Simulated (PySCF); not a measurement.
# The bond of VS, level by level

The task here is to estimate one member of a computed series from the others.

Program: PySCF 2.14.0. Level of theory: V x2c-TZVPPall, S x2c-TZVPPall, spin-free X2C with a Gaussian nucleus. These are calculated values, not measurements.

The first run:

A driver script around PySCF takes these settings:

```
atoms                         : V, S
charge                        : 0
basis                         : V x2c-TZVPPall, S x2c-TZVPPall
Hamiltonian                   : spin-free X2C with a Gaussian nucleus
basis functions               : 106
electrons treated             : 39
masses in u                   : 50.9440, 31.9721
levels                        : PBE0, PBE, r²SCAN, BP86, LDA, revPBE, MN15, HSE06, HF, MP2, SCS-MP2, CCSD, CCSD(T)
grid                          : 80 radial by 434 angular points
occupations                   : held fixed by the projection of orbital angular momentum
dissociation limit            : V + S, each in its ground configuration
starting distance in angstrom : 2.215
values of 2S to try           : 1, 3, 5, 7
```

The run is started by

```sh
$ OMP_NUM_THREADS=2 python dia.py task.json out
```

Among the steps run: Set-up; The PBE0 curve of the state that the search chose; Higher solutions at PBE0; PBE; r²SCAN (meta-GGA); BP86 (GGA); LDA (local density); revPBE; MN15 (hybrid meta-GGA); HSE06 (range-separated hybrid); ROHF (mean field); MP2 and coupled cluster.

One of the session's tables, all rows but one given; the rest of the session is left out.

Energy (eV) from each level's lowest point:

```
R (Å)   ROHF  ROHF-MP2  ROHF-SCS-MP2  ROHF-CCSD  ROHF-CCSD(T)
1.759  2.232     0.843         1.056        n/a           n/a
1.841  1.227     0.279         0.415      0.678         0.672
1.922  0.578     0.041         0.101      0.218         0.217
1.984      ?         ?             ?          ?             ?
2.045  0.086     0.039         0.000      0.000         0.000
2.106  0.000     0.138         0.058      0.037         0.034
2.188  0.006     0.339         0.213      0.188         0.178
2.290  0.156     0.665         0.492      0.483         0.461
2.413  0.469     1.124         0.902      0.925         0.891
2.577  0.987     1.787         1.502        n/a           n/a
```

Estimate the missing values for R (Å) = 1.984.

Worked estimate for «ROHF». A straight line through the neighbours (1.922, 0.578) and (2.045, 0.086) gives 0.578 + (0.086 − 0.578) × (1.984 − 1.922) / (2.045 − 1.922) = 0.330; a parabola fitted to 4 rows on both sides gives 0.263.

As computed: ROHF: 0.272; ROHF-MP2: 0.000; ROHF-SCS-MP2: 0.007; ROHF-CCSD: 0.051; ROHF-CCSD(T): 0.052. In «ROHF» the line misses by +0.058 and the parabola by -0.009.
